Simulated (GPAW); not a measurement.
# ZnMo3 (Pm-3m) in GPAW: notebook

Aim: see how the results for ZnMo3 move with the level of theory and the settings. Levels: PBE, RPBE, LDA, PBEsol+D3(BJ). Tasks: single point, relaxation of cell and atoms.

All numbers are computed with GPAW 26.7.0; they aren't measurements. Logs are shortened: lines on timing, memory, paths and dates and some standing lists are left out, and cuts for length are marked. The log counts tension as positive stress, the text compression.

## (1) The structure

Symmetry: Pm-3m, No. 221, cubic system. Conventional cell: a = 3.943 Å, b = 3.943 Å, c = 3.943 Å, α = 90.00°, β = 90.00°, γ = 90.00°. Around Mo (site symmetry 4/mmm) lie 8 Mo at 2.79 Å and 4 Zn at 2.79 Å. Zn (site symmetry m-3m) is surrounded by 12 Mo at 2.79 Å.

The cell comes from a database or a generator and needn't be the stable form of this composition.

## (2) Single point, PBE

POSCAR

```
ZnMo3
1.0
    3.9431540000      0.0000000000      0.0000000000
    0.0000000000      3.9431540000      0.0000000000
    0.0000000000      0.0000000000      3.9431540000
Mo Zn
3 1
Direct
    0.5000000000      0.5000000000      0.0000000000
    0.5000000000      0.0000000000      0.5000000000
    0.0000000000      0.5000000000      0.5000000000
    0.0000000000      0.0000000000      0.0000000000
```

Potentials or basis: GPAW PAW data sets (gpaw-data 1.2.1), pw.

Run with:

```bash
OMP_NUM_THREADS=1 gpaw run POSCAR -p 'mode=PW(600),xc=PBE,kpts={size:(7,7,7),gamma:True},occupations={name:fermi-dirac,width:0.05},nbands=47,convergence={density:1e-05,energy:1e-05},maxiter=150,txt=gpaw.txt' --properties efs -w gs.gpw
```

What it wrote:

```text
__  _  _
 | _ |_)|_||  |
 |__||  | ||/\| - 26.7.0

Input parameters:
  mode=PW(ecut=600.0),
  convergence={'density': 1e-05, 'energy': 1e-05},
  kpts=MonkhorstPack(size=[7, 7, 7], gamma=True),
  maxiter=150,
  nbands=47,
  occupations=Occupations(name='fermi-dirac', width=0.05),
  xc=XC(name='PBE')

Diagonalizing LCAO Hamiltonian
Converting LCAO to pw mode
   .---------.
  /|         |
 * |         |
 |Mo         |
 | |  Mo     |
 | .---------.
 |/    Mo   /
 Zn--------*

Atoms  # Å, Bohr magnetons
|   | symbol |        x |        y |        z |    initial magnetic moments |
|---|--------|----------|----------|----------|-----------------------------|
| 0 |     Mo | 1.971577 | 1.971577 | 0.000000 | ( 0.0000,  0.0000,  0.0000) |
| 1 |     Mo | 1.971577 | 0.000000 | 1.971577 | ( 0.0000,  0.0000,  0.0000) |
| 2 |     Mo | 0.000000 | 1.971577 | 1.971577 | ( 0.0000,  0.0000,  0.0000) |
| 3 |     Zn | 0.000000 | 0.000000 | 0.000000 | ( 0.0000,  0.0000,  0.0000) |

Unit cell  # Å
| periodic |        x |        y |        z |  lengths |    angles |
|----------|----------|----------|----------|----------|-----------|
|      yes | 3.943154 | 0.000000 | 0.000000 | 3.943154 | 90.000000 |
|      yes | 0.000000 | 3.943154 | 0.000000 | 3.943154 | 90.000000 |
|      yes | 0.000000 | 0.000000 | 3.943154 | 3.943154 | 90.000000 |

Number of symmetries: 48
Symmetry operations  # r_c * U_cc + t_c -> r_c
|    | kind |            matrix            |
|----|------|------------------------------|
|  0 |  E   |  1, 0, 0,  0, 1, 0,  0, 0, 1 |
|  1 |  σ   |  1, 0, 0,  0, 1, 0,  0, 0,-1 |
|  2 |  σ   |  1, 0, 0,  0, 0, 1,  0, 1, 0 |
|  3 |  C4  |  1, 0, 0,  0, 0, 1,  0,-1, 0 |
|  4 |  C4  |  1, 0, 0,  0, 0,-1,  0, 1, 0 |
|  5 |  σ   |  1, 0, 0,  0, 0,-1,  0,-1, 0 |
|  6 |  σ   |  1, 0, 0,  0,-1, 0,  0, 0, 1 |
|  7 |  C2  |  1, 0, 0,  0,-1, 0,  0, 0,-1 |
|  8 |  σ   |  0, 1, 0,  1, 0, 0,  0, 0, 1 |
|  9 |  C2  |  0, 1, 0,  1, 0, 0,  0, 0,-1 |
| 10 |  C3  |  0, 1, 0,  0, 0, 1,  1, 0, 0 |
| 11 |  S6  |  0, 1, 0,  0, 0, 1, -1, 0, 0 |
| 12 |  S6  |  0, 1, 0,  0, 0,-1,  1, 0, 0 |
| 13 |  C3  |  0, 1, 0,  0, 0,-1, -1, 0, 0 |
| 14 |  C4  |  0, 1, 0, -1, 0, 0,  0, 0, 1 |
| 15 |  S4  |  0, 1, 0, -1, 0, 0,  0, 0,-1 |
| 16 |  C3  |  0, 0, 1,  1, 0, 0,  0, 1, 0 |
| 17 |  S6  |  0, 0, 1,  1, 0, 0,  0,-1, 0 |
| 18 |  σ   |  0, 0, 1,  0, 1, 0,  1, 0, 0 |
| 19 |  C4  |  0, 0, 1,  0, 1, 0, -1, 0, 0 |
| 20 |  C2  |  0, 0, 1,  0,-1, 0,  1, 0, 0 |
| 21 |  S4  |  0, 0, 1,  0,-1, 0, -1, 0, 0 |
| 22 |  S6  |  0, 0, 1, -1, 0, 0,  0, 1, 0 |
| 23 |  C3  |  0, 0, 1, -1, 0, 0,  0,-1, 0 |
| 24 |  S6  |  0, 0,-1,  1, 0, 0,  0, 1, 0 |
| 25 |  C3  |  0, 0,-1,  1, 0, 0,  0,-1, 0 |
| 26 |  C4  |  0, 0,-1,  0, 1, 0,  1, 0, 0 |
| 27 |  σ   |  0, 0,-1,  0, 1, 0, -1, 0, 0 |
| 28 |  S4  |  0, 0,-1,  0,-1, 0,  1, 0, 0 |
| 29 |  C2  |  0, 0,-1,  0,-1, 0, -1, 0, 0 |
| 30 |  C3  |  0, 0,-1, -1, 0, 0,  0, 1, 0 |
| 31 |  S6  |  0, 0,-1, -1, 0, 0,  0,-1, 0 |
| 32 |  C4  |  0,-1, 0,  1, 0, 0,  0, 0, 1 |
| 33 |  S4  |  0,-1, 0,  1, 0, 0,  0, 0,-1 |
| 34 |  S6  |  0,-1, 0,  0, 0, 1,  1, 0, 0 |
| 35 |  C3  |  0,-1, 0,  0, 0, 1, -1, 0, 0 |
| 36 |  C3  |  0,-1, 0,  0, 0,-1,  1, 0, 0 |
| 37 |  S6  |  0,-1, 0,  0, 0,-1, -1, 0, 0 |
| 38 |  σ   |  0,-1, 0, -1, 0, 0,  0, 0, 1 |
| 39 |  C2  |  0,-1, 0, -1, 0, 0,  0, 0,-1 |
| 40 |  σ   | -1, 0, 0,  0, 1, 0,  0, 0, 1 |
| 41 |  C2  | -1, 0, 0,  0, 1, 0,  0, 0,-1 |
| 42 |  C2  | -1, 0, 0,  0, 0, 1,  0, 1, 0 |
| 43 |  S4  | -1, 0, 0,  0, 0, 1,  0,-1, 0 |
| 44 |  S4  | -1, 0, 0,  0, 0,-1,  0, 1, 0 |
| 45 |  C2  | -1, 0, 0,  0, 0,-1,  0,-1, 0 |
| 46 |  C2  | -1, 0, 0,  0,-1, 0,  0, 0, 1 |
| 47 |  i   | -1, 0, 0,  0,-1, 0,  0, 0,-1 |

BZ-sampling:
  Number of BZ points: 343
  Number of IBZ points: 20

  Monkhorst-Pack size: [7, 7, 7]
  Monkhorst-Pack shift: [0, 0, 0]

K-points  # in reciprocal-cell coordinates
|     |                                coordinates |     weight |
|-----|--------------------------------------------|------------|
|   0 | (  0.00000000,   0.00000000,   0.00000000) | 0.00291545 |
|   1 | (  0.14285714,   0.00000000,   0.00000000) | 0.01749271 |
|   2 | (  0.14285714,   0.14285714,   0.00000000) | 0.03498542 |
|   3 | (  0.14285714,   0.14285714,   0.14285714) | 0.02332362 |
|   4 | (  0.28571429,   0.00000000,   0.00000000) | 0.01749271 |
|   5 | (  0.28571429,   0.14285714,   0.00000000) | 0.06997085 |
|   6 | (  0.28571429,   0.14285714,   0.14285714) | 0.06997085 |
|   7 | (  0.28571429,   0.28571429,   0.00000000) | 0.03498542 |
|   8 | (  0.28571429,   0.28571429,   0.14285714) | 0.06997085 |
|   9 | (  0.28571429,   0.28571429,   0.28571429) | 0.02332362 |
| ... |                                            |            |
|  19 | (  0.42857143,   0.42857143,   0.42857143) | 0.02332362 |

Plane wave coefficients: 2103
Cutoff: 600.0 eV

Spin-components: 1 (collinear spins)
Bands:           47
Projectors:      24
Spin-degeneracy: 2
Datatype:        complex128

Parallelization:
  kpt:    1
  domain: 1
  band:   1

Density:
  Valence electrons: 54.0
  Components: 1
  Grid points: [24 24 24]
  Charge: 0.0  # |e|

Potential:
  Grid points: [24 24 24]

species:
  Mo:
    name:    Molybdenum
    Z:       42.0
    valence: 14
    core:    28
    charge:  0.0  # [|e|]
    compensation charges:
      type: gauss
      rc: 0.38  # [Å]
      lmax: 2
    cutoffs:
      filter: 2.16  # [Å]
      core: 1.42  # [Å]
    projectors
    | kind |    occ | energy [eV] | rcut [Å] |
    |------|--------|-------------|----------|
    |   4s |  2.000 |     -64.307 |    1.238 |
    |   5s |  1.000 |      -4.084 |    1.238 |
    |   4p |  6.000 |     -38.491 |    1.296 |
    |   5p |  0.000 |      -1.044 |    1.296 |
    |   4d |  5.000 |      -3.754 |    1.296 |
    |    d |        |      23.458 |    1.296 |

    Using partial waves for Mo as LCAO basis

  Zn:
    name:    Zinc
    Z:       30.0
    valence: 12
    core:    18
    charge:  0.0  # [|e|]
    compensation charges:
      type: gauss
      rc: 0.37  # [Å]
      lmax: 2
    cutoffs:
      filter: 2.14  # [Å]
      core: 2.28  # [Å]
    projectors
    | kind |    occ | energy [eV] | rcut [Å] |
    |------|--------|-------------|----------|
    |   4s |  2.000 |      -5.977 |    1.286 |
    |   4p |  0.000 |      -1.117 |    1.270 |
    |   3d | 10.000 |     -10.142 |    1.180 |
    |    s |        |      21.234 |    1.286 |
    |    p |        |      26.095 |    1.270 |
    |    d |        |      17.070 |    1.180 |

    Using partial waves for Zn as LCAO basis

Reference energy: -379263.544547  # eV

eigensolver:
  PPCG
  Converge bands: occupied
  niter=2

density mixing:
  MSR1-Mixer
  Pratt-step length: 0.05
  Maximum mixing coefficient: 0.75
  Old densities: 10
  SVD Regularization: 0.005
  Good broyden scale: 1.0
  Trust region scale: 1.0
  Backstep threshold: 4.0
  History deletion threshold: 6.0
  Fourier metric: weight=20.0, sigma=0.015

occupation numbers:
  Fermi-Dirac:
    width: 0.0500  # eV

poisson solver:
  ecut: 4800.0  # eV

xc functional:
  name: PBE with 2 nearest neighbor stencil

convergence criteria:
- Maximum integral of absolute [dens]ity change: 1e-05 electrons / valence electron
- Maximum [total energy] change in last 3 cyles: 1e-05 eV / valence electron
- Maximum integral of absolute [eigenst]ate change: 4e-08 eV^2 / valence electron
maximum number of iterations: 150

SCF iterations
|iter     | |      energy | eigst |  dens |
|---------|-|-------------|-------|-------|
|iter:   1| |  -36.739945 | +0.53 |       |
|iter:   2| |  -36.330473 | -1.45 | -1.06 |
|iter:   3| |  -34.463596 | -0.82 | -1.09 |
|iter:   4| |  -34.269308 | -2.22 | -1.65 |
|iter:   5| |  -34.274396 | -2.99 | -2.09 |
|iter:   6| |  -34.273039 | -3.41 | -2.41 |
|iter:   7| |  -34.273093 | -4.41 | -2.94 |
|iter:   8| |  -34.273143c| -5.17 | -3.42 |
|iter:   9| |  -34.273146c| -6.76 | -4.39 |
|iter:  10| |  -34.273147c| -7.16 | -4.70 |
|iter:  11| |  -34.273147c| -7.95c| -5.82c|

Converged in 11 steps
Energy contributions relative to reference atoms: (reference = -379263.544547)

Energy contributions:
  Kinetic:         -45.485509
  Coulomb:          31.145686
  Zero:             -0.877708
  External:          0.000000
  Xc:              -19.040258
  Entropy:          -0.030719
  Spinorbit:         0.000000
  ----------------------------
  Free energy:     -34.288506
  Extrapolated:    -34.273147

dipole moment: (-22.401787, -22.401787, -22.401787)  # |e|*Ang

Fermi level: 11.807
Eigenvalues  # (at kpt = [0.000, 0.000, 0.000])
| band index |      eig [eV] | occ [0-2] |
|------------|---------------|-----------|
|          0 |       -49.268 |     2.000 |
|        ... |               |           |
|         16 |         4.469 |     2.000 |
|         17 |         4.469 |     2.000 |
|         18 |         6.189 |     2.000 |
|         19 |         8.431 |     2.000 |
|         20 |         8.431 |     2.000 |
|         21 |         8.431 |     2.000 |
[... 8 lines left out ...]
|         30 |        14.405 |     0.000 |
|         31 |        14.405 |     0.000 |
|        ... |               |           |
|         46 |        31.325 |     0.000 |

No gap
No difference between direct/indirect transitions

Forces  # eV/Ang
|        x |        y |        z |
|----------|----------|----------|
|  0.00000 |  0.00000 | -0.00000 |  # Mo   0
|  0.00000 | -0.00000 |  0.00000 |  # Mo   1
| -0.00000 |  0.00000 |  0.00000 |  # Mo   2
| -0.00000 |  0.00000 |  0.00000 |  # Zn   3

Stress tensor  # eV/Ang^3
|        x |        y |        z |
|----------|----------|----------|
| 0.009822 | 0.000000 | 0.000000 |
| 0.000000 | 0.009822 | 0.000000 |
| 0.000000 | 0.000000 | 0.009822 |

# Writing to gs.gpw (mode='')
```

Run time: 36 s. Hardware: 1 thread of Arm Neoverse V2, shared host; peak memory 0.2 GiB.

What came out:

```
Free energy            : -34.2885 eV
Pressure               : -1.6 GPa
Band gap on the k mesh : none (metal or under the smearing width)
```

Levels at points of the mesh, in eV from the Fermi level:
```
           k point  band 24  band 25  band 26  band 27  band 28  band 29  band 30  band 31
(0.00, 0.00, 0.00)    -3.01     0.92     0.92     0.92     2.08     2.08     2.08     2.60
```

## (3) Single point, RPBE

run.py

```python
from ase.dft.bandgap import bandgap
from ase.io import read, write
from ase.units import GPa
from gpaw import GPAW, PW

atoms = read('POSCAR')

calc = GPAW(mode=PW(600),
            xc='RPBE',
            kpts={'size': (7, 7, 7), 'gamma': True},
            occupations={'name': 'methfessel-paxton', 'order': 0, 'width': 0.05},
            nbands=47,
            convergence={'density': 1e-05, 'energy': 1e-05},
            maxiter=150,
            txt='gpaw.txt')
atoms.calc = calc
energy = atoms.get_potential_energy()
forces = atoms.get_forces()
stress = atoms.get_stress()
calc.write('gs.gpw')
write('result.traj', atoms)
print(f'Energy: {energy:.6f} eV')
print('Forces (eV/A):')
print(forces.round(4))
print('Stress (GPa):', (stress / GPa).round(3))
print('Fermi level:', round(calc.get_fermi_level(), 4), 'eV')
print(f'Gap: {bandgap(calc)[0]:.4f} eV, direct: {bandgap(calc, direct=True)[0]:.4f} eV')
```

POSCAR is that of step 2.

Potentials or basis: the program's PAW data sets (release 1.2.1) made for this functional, pw.

Run with:

```bash
OMP_NUM_THREADS=1 python run.py
```

Run time: 35 s. Hardware: 1 thread of Arm Neoverse V2, shared host; peak memory 0.2 GiB.

It converged, with:

```
Free energy            : -32.1407 eV
Pressure               : 2.4 GPa
Band gap on the k mesh : none (metal or under the smearing width)
```

Levels at points of the mesh, in eV from the Fermi level:
```
           k point  band 25  band 26  band 27  band 28  band 29  band 30
(0.00, 0.00, 0.00)     0.93     0.93     0.93     2.11     2.11     2.11
```

(Part 1 of 2 ends here.)
